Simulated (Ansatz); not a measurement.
# F₂H₄O₃Si₂: basis-set convergence

One table from this session's results is given with a row withheld; the runs are named, their logs left out.

The runs use Ansatz 0.2.0, Gaussian basis; one geometry, several basis sets.

Plan: PBE0-D4/def2-SVP; ωB97M-V/def2-SVP; PBE0-D4/def2-QZVPP; ωB97M-V/def2-QZVPP; the functionals' def2-TZVPP values are taken from earlier runs.

## The geometry

The geometry comes from an earlier relaxation with PBE0-D4 in a triple-zeta def2 set; it is a stationary point, not always the lowest conformer.

SMILES `O[SiH](O)O[SiH](F)F`, 11 atoms, charge 0, spin multiplicity 1.

Atoms are counted from 1 here; the program's logs count them from 0.

Bond lengths: O1–Si2 1.634 Å, O1–H8 0.958 Å, Si2–O3 1.629 Å, Si2–O4 1.634 Å, Si2–H9 1.470 Å, O3–H10 0.959 Å, O4–Si5 1.602 Å, Si5–F6 1.588 Å, Si5–F7 1.579 Å, Si5–H11 1.464 Å. Angles: Si2–O1–H8 117.9°, O1–Si2–O3 113.1°, O1–Si2–O4 104.0°, O1–Si2–H9 112.9°, O3–Si2–O4 111.8°, O3–Si2–H9 105.8°, O4–Si2–H9 109.3°, Si2–O3–H10 118.9°, Si2–O4–Si5 145.4°, O4–Si5–F6 109.0°, O4–Si5–F7 109.6°, O4–Si5–H11 112.7°, F6–Si5–F7 106.9°, F6–Si5–H11 109.5°, F7–Si5–H11 109.1°.

The first run:

File in.yaml:

```yaml
crystal:
  periodic: [false, false, false]
  atoms:
    - {symbol: O, position_ang: [-1.618177, -1.053906, -0.917424]}
    - {symbol: Si, position_ang: [-1.213599, 0.143603, 0.117567]}
    - {symbol: O, position_ang: [-1.082494, -0.361072, 1.661198]}
    - {symbol: O, position_ang: [0.209721, 0.700787, -0.461003]}
    - {symbol: Si, position_ang: [1.799585, 0.502696, -0.466652]}
    - {symbol: F, position_ang: [2.177013, -0.676189, 0.528196]}
    - {symbol: F, position_ang: [2.498517, 1.807408, 0.083080]}
    - {symbol: H, position_ang: [-2.420911, -1.546321, -0.741122]}
    - {symbol: H, position_ang: [-2.192707, 1.239397, 0.135936]}
    - {symbol: H, position_ang: [-0.417221, -1.016700, 1.880359]}
    - {symbol: H, position_ang: [2.325773, 0.203299, -1.799532]}
basis:
  gaussian: {orbitals: def2-SVP}
hamiltonian: {xc: pbe0, dispersion: d4}
output: {orbitals: {seedname: orbitals}}
```

Among the steps run: PBE0-D4 in def2-SVP; ωB97M-V in def2-SVP; PBE0-D4 in def2-QZVPP; ωB97M-V in def2-QZVPP.

One of the session's tables, all rows but one given; the rest of the session is left out.

It belongs to the step «Density functionals: the series». 

| functional | basis | HOMO (eV) | LUMO (eV) |
| --- | --- | --- | --- |
| PBE0-D4 | def2-SVP | -9.24 | 1.12 |
| PBE0-D4 | def2-TZVPP | -9.46 | 0.52 |
| PBE0-D4 | def2-QZVPP | -9.51 | 0.16 |
| ωB97M-V | def2-SVP | -11.65 | 2.79 |
| ωB97M-V | def2-TZVPP | ? | ? |
| ωB97M-V | def2-QZVPP | -11.96 | 1.36 |

Estimate the missing values for ωB97M-V, def2-TZVPP.

As computed: HOMO (eV): -11.90; LUMO (eV): 1.96. In the column «HOMO (eV)» it lies between ωB97M-V, def2-QZVPP (-11.96) and ωB97M-V, def2-SVP (-11.65).
